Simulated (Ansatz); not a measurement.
# Ta: an axial (c/a) deformation path

Aim: for Ta, follow an axial (c/a) deformation at fixed volume.

This is Ta in the hcp structure; at room conditions it is bcc.

Computed with Ansatz 0.2.0 (DFT r2SCAN, scalar-relativistic, plane waves, PAW, unless a step's input says otherwise).

## 1. The structure to begin with

Symmetry: P6_3/mmc, No. 194, hexagonal system. Conventional cell: a = 2.900 Å, b = 2.900 Å, c = 5.166 Å, α = 90.00°, β = 90.00°, γ = 120.00°. Ta (site symmetry -6m2) has 12 Ta at 2.90 to 3.08 Å as nearest neighbours.

As a file:

```
CELL_PARAMETERS angstrom
2.90037 0.00000 0.00000
-1.45019 2.51180 0.00000
0.00000 0.00000 5.16627
ATOMIC_POSITIONS crystal
Ta 0.66667 0.33333 0.75000
Ta 0.33333 0.66667 0.25000
```

It goes back to an entry of the Materials Project, which need not be the stable form.

The cell is taken as given, not relaxed at this level.

## 2. Zero of energy

The reference gives a free energy of -19888.0341 eV, pressure -3.31 GPa, largest force 0.000 eV/Å and gap on the mesh none (metal). It was computed beforehand with the settings of the runs below.

## 3. Setting up an axial (c/a) deformation path

At fixed volume and fractional coordinates, lengths along (0.000, 0.000, 1.000) are scaled against those across it; ρ is that ratio over its starting value.

## 4. ρ = 0.850

input.yaml

```yaml
crystal:
  lattice:
    - [3.0618276416, 0.0, 0.0]
    - [-1.5309138208, 2.6516205196, 0.0]
    - [0.0, 0.0, 4.6357860716]
  atoms:
    - { symbol: Ta, position: [0.6666666667, 0.3333333333, 0.75] }
    - { symbol: Ta, position: [0.3333333333, 0.6666666667, 0.25] }
basis:
  ecutwfc: 500
kpoints:
  mp_grid: { grid: [24, 24, 10] }
hamiltonian:
  xc: r2scan
scf:
  occupations: { method: gaussian, width: 0.15 }
output:
  forces: true
  stress: true
  eigenvalues: true
  write_density: true
  write_potential: true
  elf: true
  volumetric_format: npy
```

The run is started by

```bash
$ ansatz run input.yaml --threads 1 --pin off --max-ram 2560MiB --backend cpu --events-out ev --progress --plain --runs-dir out
```

## 5. At ρ = 1.200

Changes to input.yaml since step 4:

```diff
@@ -2,5 +2,5 @@
   lattice:
-    - [3.0618276416, 0.0, 0.0]
-    - [-1.5309138208, 2.6516205196, 0.0]
-    - [0.0, 0.0, 4.6357860716]
+    - [2.7293546175, 0.0, 0.0]
+    - [-1.3646773087, 2.3636904347, 0.0]
+    - [0.0, 0.0, 5.8339799629]
   atoms:
@@ -20,5 +20 @@
   eigenvalues: true
-  write_density: true
-  write_potential: true
-  elf: true
-  volumetric_format: npy
```

## 6. At ρ = 0.920

Changes to input.yaml since step 5:

```diff
@@ -2,5 +2,5 @@
   lattice:
-    - [2.7293546175, 0.0, 0.0]
-    - [-1.3646773087, 2.3636904347, 0.0]
-    - [0.0, 0.0, 5.8339799629]
+    - [2.9821153548, 0.0, 0.0]
+    - [-1.4910576774, 2.5825876543, 0.0]
+    - [0.0, 0.0, 4.8869285271]
   atoms:
```

## 7. At ρ = 1.100

Changes to input.yaml since step 6:

```diff
@@ -2,5 +2,5 @@
   lattice:
-    - [2.9821153548, 0.0, 0.0]
-    - [-1.4910576774, 2.5825876543, 0.0]
-    - [0.0, 0.0, 4.8869285271]
+    - [2.8096754255, 0.0, 0.0]
+    - [-1.4048377127, 2.4332502948, 0.0]
+    - [0.0, 0.0, 5.5051931301]
   atoms:
```

## 8. ρ = 0.960

Changes to input.yaml since step 7:

```diff
@@ -2,5 +2,5 @@
   lattice:
-    - [2.8096754255, 0.0, 0.0]
-    - [-1.4048377127, 2.4332502948, 0.0]
-    - [0.0, 0.0, 5.5051931301]
+    - [2.9401081346, 0.0, 0.0]
+    - [-1.4700540673, 2.5462083345, 0.0]
+    - [0.0, 0.0, 5.0275715252]
   atoms:
```

## 9. Point ρ = 1.050

Changes to input.yaml since step 8:

```diff
@@ -2,5 +2,5 @@
   lattice:
-    - [2.9401081346, 0.0, 0.0]
-    - [-1.4700540673, 2.5462083345, 0.0]
-    - [0.0, 0.0, 5.0275715252]
+    - [2.8535836961, 0.0, 0.0]
+    - [-1.4267918481, 2.4712759727, 0.0]
+    - [0.0, 0.0, 5.3370790476]
   atoms:
```

## 10. At ρ = 0.800

Changes to input.yaml since step 9:

```diff
@@ -2,5 +2,5 @@
   lattice:
-    - [2.8535836961, 0.0, 0.0]
-    - [-1.4267918481, 2.4712759727, 0.0]
-    - [0.0, 0.0, 5.3370790476]
+    - [3.1243311036, 0.0, 0.0]
+    - [-1.5621655518, 2.7057501056, 0.0]
+    - [0.0, 0.0, 4.4521599695]
   atoms:
```

## 11. Point ρ = 1.300

Changes to input.yaml since step 10:

```diff
@@ -2,5 +2,5 @@
   lattice:
-    - [3.1243311036, 0.0, 0.0]
-    - [-1.5621655518, 2.7057501056, 0.0]
-    - [0.0, 0.0, 4.4521599695]
+    - [2.6574958639, 0.0, 0.0]
+    - [-1.3287479319, 2.3014589286, 0.0]
+    - [0.0, 0.0, 6.1537474765]
   atoms:
@@ -20 +20,5 @@
   eigenvalues: true
+  write_density: true
+  write_potential: true
+  elf: true
+  volumetric_format: npy
```

(Steps that only read results are left out.)

**Question.** What will these runs give? Wanted: highest point.

The runs gave:

| quantity | value |
| --- | --- |
| highest point | 643.8 meV/atom at ρ = 1.300 |

In words: The undisturbed cell stays the lowest of the sampled points. No sampled point inside the path is a dip, apart from those named. The runs treat Ta without spin-orbit coupling.
